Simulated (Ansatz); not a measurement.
**CHGaN+ (quintet): the correlation ladder, cc-pVDZ**

An exercise on one series of results from a longer session: the logs are not shown, and one member is left open.

Method: cc-pVDZ, core rule «outside noble gas», up to 16 orbitals frozen; program: Ansatz 0.2.0, Gaussian basis.

To be run: UHF; CCSD(T) on ROHF; CCSD(T) on UHF; BCCD(T) on ROHF; CISD as a restricted active space (open shells left free, so some higher excitations enter); CCSDT(Q) on ROHF; CCSDT(Q) on UHF.

31 further runs of the same task are left out: 5 for a known fault of the program, 18 that didn't finish, 8 set aside as unsound or not needed. Runs told in other sessions of the task aren't counted.

## The geometry

The geometry is a PBE0/def2-TZVP stationary point (not a proven minimum) of the parent state, kept for this charge and spin. No spin-orbit coupling is included. The filled d shell of Ga may be among the frozen orbitals whatever the setting's name suggests.

4 atoms, charge 1, spin multiplicity 5.

Atoms are counted from 1 here; the program's logs count them from 0.

Bond lengths: C1–N2 1.205 Å, C1–H4 1.088 Å, N2–Ga3 1.781 Å. Angles: N2–C1–H4 136.7°, C1–N2–Ga3 172.1°.

Geometry (Å):

```xyz
4

C     0.0000   -0.2308    0.8233
N     0.0000   -0.0796   -0.3724
Ga    0.0000   -0.1005   -2.1528
H     0.0000    0.4108    1.7019
```

Set-up of the first run:

File in.yaml:

```yaml
crystal:
  periodic: [false, false, false]
  atoms:
    - {symbol: C, position_ang: [-0.000013, -0.230756, 0.823313]}
    - {symbol: N, position_ang: [0.000044, -0.079578, -0.372411]}
    - {symbol: Ga, position_ang: [0.000002, -0.100506, -2.152825]}
    - {symbol: H, position_ang: [-0.000033, 0.410841, 1.701924]}
basis:
  gaussian: {orbitals: cc-pVDZ}
total_charge: 1
magnetization: {spin_polarized: true, initial_magnetization: 4}
hamiltonian: {xc: hf}
output: {orbitals: {seedname: orbitals}}
```

The run is started by

```
$ ansatz run in.yaml --threads 1 --pin off --events-out ev --progress --plain --max-ram 2393MiB
```

Among the steps run: UHF; CCSD(T) on ROHF; CCSD(T) on UHF; BCCD(T) on ROHF; CISD as a restricted active space (open shells left free, so some higher excitations enter); CCSDT(Q) on ROHF; CCSDT(Q) on UHF.

One table of the session follows, with a row left open; its other results are not shown here.

It belongs to the step «Misses and costs». 

| method | from UCCSDT(Q) (kJ/mol) |
| --- | --- |
| ROHF | +745.4 |
| UHF | +720.9 |
| RMP2 | ? |
| UMP2 | +123.2 |
| RCCSD | +34.9 |
| UCCSD | +31.9 |
| RCCSD(T) | +9.6 |
| UCCSD(T) | +7.8 |
| BCCD(T) | +9.5 |
| RCCSDT | +4.3 |
| UCCSDT | +2.4 |
| RCCSDT(Q) | +1.9 |
| UCCSDT(Q) | 0 |

**Question.** Estimate the row for RMP2.

**Answer.** from UCCSDT(Q) (kJ/mol): +123.4. In the column «from UCCSDT(Q) (kJ/mol)» it lies between UMP2 (+123.2) and UHF (+720.9).

Not comparable, so not listed: CISD as a restricted active space (open shells left free, so some higher excitations enter) (they don't share determinant, frozen orbitals or solution with the rows shown, or repeat one).

Limits of these values: Restricted and unrestricted rows rest on different reference determinants; a gap between their highest levels can come from leftover correlation error, from unlike frozen cores or from another state.
